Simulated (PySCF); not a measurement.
# PrCl4: other functionals and bases at one geometry

An exercise on one series of results from a longer session: the logs are not shown, and one member is left open.

Program: PySCF 2.14.0. Level of theory: several levels, as the steps say, no spin–orbit coupling. These are calculated values, not measurements.

1 further run of the same task is left out (for a known fault of the program).

## The system as given

5 atoms, charge 0, spin multiplicity 1.

Bond lengths: Pr1–Cl2 2.468 Å, Pr1–Cl3 2.468 Å, Pr1–Cl4 2.468 Å, Pr1–Cl5 2.468 Å. Angles: Cl2–Pr1–Cl3 109.5°, Cl2–Pr1–Cl4 109.5°, Cl2–Pr1–Cl5 109.5°, Cl3–Pr1–Cl4 109.5°, Cl3–Pr1–Cl5 109.5°, Cl4–Pr1–Cl5 109.5°.

Coordinates:

```mol
Cl4Pr
  3D, bonds by distance, orders not assigned

  5  4  0  0  0  0  0  0  0  0999 V2000
   -0.0000   -0.0000   -0.0000 Pr  0  0
    1.4250    1.4250    1.4250 Cl  0  0
   -1.4250   -1.4250    1.4250 Cl  0  0
    1.4250   -1.4250   -1.4250 Cl  0  0
   -1.4250    1.4250   -1.4250 Cl  0  0
  1  2  8  0
  1  3  8  0
  1  4  8  0
  1  5  8  0
M  END
```

Formal oxidation states: Pr +4. Each metal's 1 4f electrons lie in its core potential, so multiplicities, spins and levels count the valence alone. An earlier session relaxed this geometry at PBE0, Pr lcecp-2-SVP with ECP47, Cl def2-SVP (singlet, point group Td).

At PBE0 on the finer grid: E = -1879.209656 Eh, frontier levels not given, since the 4f levels lie in the core, Mulliken charge on Pr1 +1.04 e, largest force component 0.006 eV/Å. 

Levels to run: M06-L; r2SCAN; PBE0, TZVP. Hardware: 2 threads of Intel Xeon Platinum 8488C (Sapphire Rapids), shared host.

The first run:

Input file run.py (the lines that set the calculation):

```python
mol = gto.M(atom='''
Pr     0.00000     0.00000     0.00000
Cl     1.42498     1.42498     1.42498
Cl    -1.42498    -1.42498     1.42498
Cl     1.42498    -1.42498    -1.42498
Cl    -1.42498     1.42498    -1.42498''',
    basis={'Pr': 'lcecp-2-SVP', 'Cl': 'def2-SVP'},
    ecp={'Pr': 'lcecp-2-SVP'},
    charge=0, spin=0)
mf = dft.RKS(mol, xc='M06L')
mf.grids.atom_grid = (75, 302)  # f atoms: unpruned, at least (60, 302)
mf = mf.density_fit()  # fitting sets: Pr AutoAux, Cl def2-universal-JKFIT
mf.conv_tol = 1e-08; mf.max_cycle = 55
mf.kernel(dm0)  # dm0: the density of the relaxed state
```

Launch:

```sh
> OMP_NUM_THREADS=2 python run.py
```

Among the steps run: M06-L; r2SCAN; PBE0, TZVP.

One table of the session follows, with a row left open; its other results are not shown here.

```
              level  charge on Pr1 (e)  largest force component (eV/Å)
PBE0 (relaxed here)               1.04                            0.01
              M06-L                  ?                               ?
             r2SCAN               1.03                            0.10
         PBE0, TZVP               1.49                            0.02
```

**Question.** Estimate the row for M06-L.

As computed: charge on Pr1 (e): 1.26; largest force component (eV/Å): 0.16. In the column «charge on Pr1 (e)» it lies between PBE0 (relaxed here) (1.04) and PBE0, TZVP (1.49).

The largest leftover force, 0.16 eV/Å with M06-L, stands at a geometry relaxed at another level. With 4f in the core, its levels are missing from HOMO and gap, and its count is fixed, so no charge can pass from the ligands into it. Total energies of different levels can't be compared.
